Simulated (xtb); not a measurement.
# CH6GeNOSi (SMILES O=[C]N[SiH2][GeH3]) at GFN2-xTB

Wanted: an optimisation with harmonic vibrations of CH6GeNOSi. 

The calculation is run with xtb 6.7.1.

18 further runs of the same task are left out: 18 set aside as unsound or not needed.

## Step 1: Starting point

CH6GeNOSi: 11 atoms, total charge 0, spin state doublet. SMILES: `O=[C]N[SiH2][GeH3]`. The shape comes from GFN2-xTB, which is rough for such elements, and wasn't checked as a minimum. This is one conformer, not always the lowest. The run starts from this shape.

Bond lengths: O1–C2 1.200 Å, C2–N3 1.313 Å, N3–Si4 1.793 Å, Si4–Ge5 2.329 Å, N3–H6 1.007 Å, Si4–H7 1.465 Å, Si4–H8 1.465 Å, Ge5–H9 1.523 Å, Ge5–H10 1.493 Å, Ge5–H11 1.492 Å. Some angles: O1–C2–N3 129.2°, C2–N3–Si4 120.4°, N3–Si4–Ge5 104.0°, C2–N3–H6 117.7°, Si4–N3–H6 121.9°, N3–Si4–H7 103.1°, N3–Si4–H8 103.1°, Ge5–Si4–H7 117.6°, Ge5–Si4–H8 117.6°, Si4–Ge5–H9 106.6°.

## Step 2: An optimisation with harmonic vibrations at GFN2-xTB

Input file input.xyz:

```xyz
11

O     -0.696650     1.049400     1.547590
C     -0.150030     0.085830     2.008210
N      0.461530    -0.896560     1.388600
Si     0.561630    -0.918690    -0.401610
Ge    -0.550120     1.021800    -1.051390
H      0.862850    -1.628500     1.952710
H     -0.050250    -2.203010    -0.752950
H      2.003460    -0.992750    -0.652730
H     -0.496250     1.065910    -2.572570
H     -2.017410     1.089690    -0.786240
H      0.071230     2.326870    -0.679620
```

Run with:

```console
xtb input.xyz --ohess vtight -u 1 --parallel 1 > out.txt 2> xtb.err
```

Q: Predict the results. Wanted: total energy at the end; dipole moment; HOMO energy; LUMO energy; dispersion energy; mean polarisability; lowest harmonic wavenumber; highest harmonic wavenumber; zero-point energy.

Computed results:

At GFN2-xTB:

```
                      quantity          value
       total energy at the end   -15.80822 Eh
                 dipole moment         3.97 D
   HOMO energy (partly filled)       -8.60 eV
                   LUMO energy       -6.10 eV
             dispersion energy  -20.67 kJ/mol
mean polarisability (D4 model)     82.6 bohr³
    lowest harmonic wavenumber        84 cm⁻¹
   highest harmonic wavenumber      3446 cm⁻¹
             zero-point energy   163.6 kJ/mol
```

What this shows: At the final geometry: Bond lengths: O1–C2 1.200 Å, C2–N3 1.313 Å, N3–Si4 1.793 Å, Si4–Ge5 2.329 Å, N3–H6 1.008 Å, Si4–H7 1.465 Å, Si4–H8 1.465 Å, Ge5–H9 1.523 Å, Ge5–H10 1.492 Å, Ge5–H11 1.492 Å. Some angles: O1–C2–N3 129.2°, C2–N3–Si4 120.4°, N3–Si4–Ge5 104.0°, C2–N3–H6 117.7°, Si4–N3–H6 121.8°, N3–Si4–H7 103.1°, N3–Si4–H8 103.1°, Ge5–Si4–H7 117.6°, Ge5–Si4–H8 117.6°, Si4–Ge5–H9 106.6°. All 27 modes are real, so the shape is a minimum at this level.
